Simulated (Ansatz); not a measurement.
# CHBBrFO: inputs that go wrong

Aim: try 3 inputs for CHBBrFO as typed, read how each ends, and find what has to change.

Method: the settings change from run to run; program: Ansatz 0.2.0, Gaussian basis.

## Step 1: The relaxed structure

The structure was relaxed beforehand with PBE0-D4 in a triple-zeta def2 set.

6 atoms, charge 0, spin multiplicity 1.

Atoms are counted from 1 here; the program's logs count them from 0.

Bond lengths: F1–C2 1.337 Å, C2–Br3 1.908 Å, C2–B4 1.504 Å, C2–O5 1.433 Å, B4–O5 1.346 Å, B4–H6 1.180 Å. Angles: F1–C2–Br3 110.1°, F1–C2–B4 123.6°, F1–C2–O5 112.5°, Br3–C2–B4 125.3°, Br3–C2–O5 114.6°, B4–C2–O5 54.5°, C2–B4–O5 60.1°, C2–B4–H6 161.8°, O5–B4–H6 138.1°, C2–O5–B4 65.4°.

## Step 2: Input 1

in.yaml reads:

```yaml
crystal:
  periodic: [false, false, false]
  atoms:
    - {symbol: F, position_ang: [1.649648, -0.284792, 0.482448]}
    - {symbol: C, position_ang: [0.353154, -0.373067, 0.169070]}
    - {symbol: Br, position_ang: [-0.274949, -2.150803, 0.464286]}
    - {symbol: B, position_ang: [-0.405137, 0.708652, -0.549555]}
    - {symbol: O, position_ang: [-0.433220, 0.648981, 0.794967]}
    - {symbol: H, position_ang: [-0.847396, 1.387130, -1.407416]}
basis:
  gaussian: {orbitals: aug-cc-pVDZ, final_grid: {core_spheres: 1, valence_spheres: 1, degree: 3}}
magnetization: {spin_polarized: true, initial_magnetization: 2}
hamiltonian: {xc: {name: PBE}}
output: {forces: true}
```

Command:

```bash
ansatz run in.yaml --threads 2 --pin off --events-out ev --progress --plain --max-ram 4352MiB
```

Output (excerpt; [...] marks lines left out):

```text
Functional definition: PBE
  name "PBE"
  cite "Perdew, Burke & Ernzerhof, Phys. Rev. Lett. 77, 3865 (1996) doi:10.1103/PhysRevLett.77.3865"
  parent pbe
[...]
1281 factors; their error is unknown
[...]
a density is far from that of the atoms, so the factors are made again for it
1607 factors; integrals over basis functions are off by at most 1.1e-4 eV
[...]
mean field -76543.02908059 eV, -2812.9044359831 hartree, gradient 4.3e-6 eV, S^2 2.936844; 18 other end points of the search recorded, 0 dependent functions left out
[...]
reference -76543.02915462 eV, -2812.9044387036 hartree; 33, 31 occupied and 104, 106 virtual orbitals, 1607 factors
Total energy: -76543.02915462 eV, -2812.9044387036 hartree
Atom 0 at     1.649648    -0.284792     0.482448 Å, force   -40.306754    -3.313221   -14.105525 eV/Å
Atom 1 at     0.353154    -0.373067     0.169070 Å, force    42.185286   -25.880933    17.966751 eV/Å
Atom 2 at    -0.274949    -2.150803     0.464286 Å, force     7.012748    16.489478    -3.130010 eV/Å
Atom 3 at    -0.405137     0.708652    -0.549555 Å, force    -4.483471     6.239735    45.933014 eV/Å
Atom 4 at    -0.433220     0.648981     0.794967 Å, force    -6.019656     7.136396   -44.710871 eV/Å
Atom 5 at    -0.847396     1.387130    -1.407416 Å, force     1.611847    -0.671454    -1.953359 eV/Å
Dipole moment:    -0.287491    -1.821289     0.097023 e Å
```

It took 47 s on 2 threads of Arm Neoverse V1, shared host; peak memory 0.38 GiB.

**Diagnosis.** The run converged, but a converged run isn't a right one. The integration grid is far too coarse. It also asks for charge 0 and multiplicity 3, another species or state than the molecule above. Its energy carries the error of the grid. Fix: drop final_grid and take the default grid, and set charge and spin to those of the species named.

## Step 3: Input 2

in.yaml reads:

```yaml
crystal:
  periodic: [false, false, false]
  atoms:
    - {symbol: F, position_ang: [1.649648, -0.284792, 0.482448]}
    - {symbol: C, position_ang: [0.353154, -0.373067, 0.169070]}
    - {symbol: Br, position_ang: [-0.274949, -2.150803, 0.464286]}
    - {symbol: B, position_ang: [-0.405137, 0.708652, -0.549555]}
    - {symbol: O, position_ang: [-0.433220, 0.648981, 0.794967]}
    - {symbol: H, position_ang: [-0.847396, 1.387130, -1.407416]}
basis:
  gaussian: {orbitals: 6-31G}
hamiltonian: {xc: {name: PBE1PBE}}
output: {forces: true}
```

Launched as before.

Output:

```text
Error: YAML parse error: error: line 12 column 19: hamiltonian.xc: no functional is named "PBE1PBE"; the names, which are not case-sensitive, are SVWN5, SPW92, PBE, PBE0, PBEsol, revPBE, revPBE0, RPBE, rPW86-PBE, HSE06, wPBEh, LC-wPBE, HISS, HF, BLYP, B3LYP, B3LYP5, BHLYP, CAM-B3LYP, r2SCAN, r2SCANh, r2SCAN0, r2SCAN50, m-r2SCAN, B97, wB97, wB97X, wB97X-V, B97M-V, wB97M-V, B2PLYP, B2GP-PLYP, PBE0-DH, PBE-QIDH
  --> <input>:12:19
   |
10 | basis:
11 |   gaussian: {orbitals: 6-31G}
12 | hamiltonian: {xc: {name: PBE1PBE}}
   |                   ^ hamiltonian.xc: no functional is named "PBE1PBE"; the names, which are not case-sensitive, are SVWN5, SPW92, PBE, PBE0, PBEsol, revPBE, revPBE0, RPBE, rPW86-PBE, HSE06, wPBEh, LC-wPBE, HISS, HF, BLYP, B3LYP, B3LYP5, BHLYP, CAM-B3LYP, r2SCAN, r2SCANh, r2SCAN0, r2SCAN50, m-r2SCAN, B97, wB97, wB97X, wB97X-V, B97M-V, wB97M-V, B2PLYP, B2GP-PLYP, PBE0-DH, PBE-QIDH
13 | output: {forces: true}
   |
```

It took 0.05 s on 2 threads of Arm Neoverse V1, shared host.

Diagnosis: The program refused the input. The method's name isn't one that the program takes here. Fix: name a functional that the program knows.

## Step 4: Input 3

in.yaml reads:

```yaml
crystal:
  periodic: [false, false, false]
  atoms:
    - {symbol: F, position_ang: [1.649648, -0.284792, 0.482448]}
    - {symbol: C, position_ang: [0.353154, -0.373067, 0.169070]}
    - {symbol: Br, position_ang: [-0.274949, -2.150803, 0.464286]}
    - {symbol: B, position_ang: [-0.405137, 0.708652, -0.549555]}
    - {symbol: O, position_ang: [-0.433220, 0.648981, 0.794967]}
    - {symbol: H, position_ang: [-0.847396, 1.387130, -1.407416]}
basis:
  gaussian: {orbitals: STO-3G, final_grid: {core_spheres: 5, valence_spheres: 4, degree: 11}}
hamiltonian: {xc: {name: HF}}
correlation: {method: mp2, frozen_orbitals: {F: 9}}
accuracy: high
```

The command is unchanged.

Output:

```text
Functional definition: HF
  name "HF"
  cite "Fock, Z. Phys. 61, 126 (1930) doi:10.1007/BF01340294"
  parent pbe
  exchange = exact_x
  correlation = 0
Error: "frozen_orbitals" has no count for C
```

Run time: 0.05 s. Hardware: 2 threads of Arm Neoverse V1, shared host.

What is wrong: The program refused the input. Frozen orbitals are typed for one element alone, and the program wants a count for each. Fix: leave frozen_orbitals out, or give every element a count that its core really has.

## Step 5: Summary

```csv
input,level,ended,cause,time
1,PBE/aug-cc-pVDZ,converged,the integration grid is far too coarse,47 s
2,PBE1PBE/6-31G,refused,the method's name isn't one that the program takes here,0.05 s
3,MP2/STO-3G,refused,"frozen orbitals are typed for one element alone, and the program wants a count for each",0.05 s
```

1 converged, 2 refused. A refusal costs next to no computing time. The dangerous case is the input that converges on a wrong geometry, charge, spin, basis or grid: often only a look at the input shows it.
